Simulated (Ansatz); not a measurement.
A nudged elastic band was laid between two geometries of a periodic cell of 17 atoms, SiW8C8 (surface WC(001), adsorbate Si).

Level of theory: DFT PBE, scalar-relativistic, plane waves, PAW in Ansatz 0.2.0. Settings: PAW set soft_1, cutoff 420 eV, k mesh 3x3x1, gaussian smearing 0.05 eV, no spin polarisation.

```yaml
movable_images: 3
climbing_image: yes
spring: 2.0 eV/Å²
optimiser: lbfgs
start_path: IDPP
force_threshold: 0.05 eV/Å
iteration_limit: 80
end_points: relaxed
atoms_held: 1, 5, 9, 13
```

First end point:

```xyz
17
Lattice="5.7976 0.0000 0.0000 -2.8988 5.0209 0.0000 0.0000 0.0000 17.2533" Properties=species:S:1:pos:R:3
W 0.000 0.000 1.000
C 1.439 0.831 2.333
W 0.000 0.000 3.939
C 1.468 0.844 5.139
W -1.449 2.510 1.000
C 0.000 3.347 2.304
W -1.453 2.510 3.823
C 0.001 3.346 4.927
W 2.899 0.000 1.000
C 4.358 0.831 2.333
W 2.898 0.005 3.823
C 4.332 0.845 5.139
W 1.449 2.510 1.000
C 2.899 3.359 2.333
W 1.453 2.509 3.823
C 2.900 3.326 5.139
Si 2.900 1.671 6.041
```

Last end point:

Only the atoms that move by more than 0.05 Å are listed.
```
W3 -0.001 0.005 3.823
C8 0.001 3.326 5.139
W11 2.899 0.000 3.939
C16 2.900 3.346 4.927
Si17 5.799 1.671 6.041
```

Question: What changes between the two ends?

Answer: Contacts lost: W11–Si17, C16–Si17. Contacts made: W3–Si17, C8–Si17. The atom that moves furthest is Si17, by 2.90 Å; four of its nearest neighbours are C12 1.88, C4 1.88, C16 1.89, W11 2.77 Å at the first end and C4 1.88, C12 1.88, C8 1.89, W3 2.77 Å at the last.

Question: What energy profile does the band end with?

Answer: The forces met the threshold. The highest image is number 1 of 0 to 4, 0.92 eV above the ends, which have the same energy within 2 meV. The profile has 2 maxima (images 1, 3) with wells between them (image 2): this band takes more than one step, which may be the mechanism or a detour left from its start path. By the program's own check the climbing image is a first-order saddle point (lowest curvatures found: -4.22 and 2.17 eV/Å²). Limits of this set-up: coarse k mesh, thin slab, slab without dipole correction.

```csv
image,path coordinate (Å),energy (eV),W11–Si17 (Å),C16–Si17 (Å),W3–Si17 (Å)
0,0.00,0.00,2.77,1.89,3.95
1,0.94,0.92,3.31,1.86,3.86
2,1.80,0.05,3.69,1.93,3.65
3,2.67,0.90,3.86,2.88,3.24
4,3.54,0.00,3.95,3.53,2.77
```

Question: What is the geometry of the highest image?

Answer: 
```xyz
17
Lattice="5.7976 0.0000 0.0000 -2.8988 5.0209 0.0000 0.0000 0.0000 17.2533" Properties=species:S:1:pos:R:3:forces:R:3
W 0.000 0.000 1.000 -0.03 -0.02 0.28
C 1.443 0.833 2.337 0.00 0.00 0.00
W -0.009 -0.006 3.887 0.00 0.00 -0.01
C 1.473 0.849 5.024 0.00 0.01 -0.01
W -1.449 2.510 1.000 -0.07 -0.04 -0.39
C 0.004 3.349 2.317 0.00 0.00 0.00
W -1.439 2.516 3.796 -0.01 -0.01 0.00
C -0.015 3.337 4.994 0.00 0.00 0.02
W 2.899 0.000 1.000 0.01 0.11 0.06
C 4.349 0.825 2.321 0.00 0.00 0.00
W 2.900 0.002 3.869 0.00 0.00 0.00
C 4.385 0.900 5.094 0.00 0.00 0.00
W 1.449 2.510 1.000 0.10 -0.05 0.06
C 2.890 3.354 2.321 0.00 0.00 -0.01
W 1.451 2.510 3.869 0.00 0.00 0.00
C 2.972 3.346 5.093 0.00 0.00 0.00
Si 3.660 2.112 6.307 0.02 0.01 -0.01
```

The run took 12 min on 4 threads of Arm Neoverse V2 (shared host), peak memory 2 GiB.
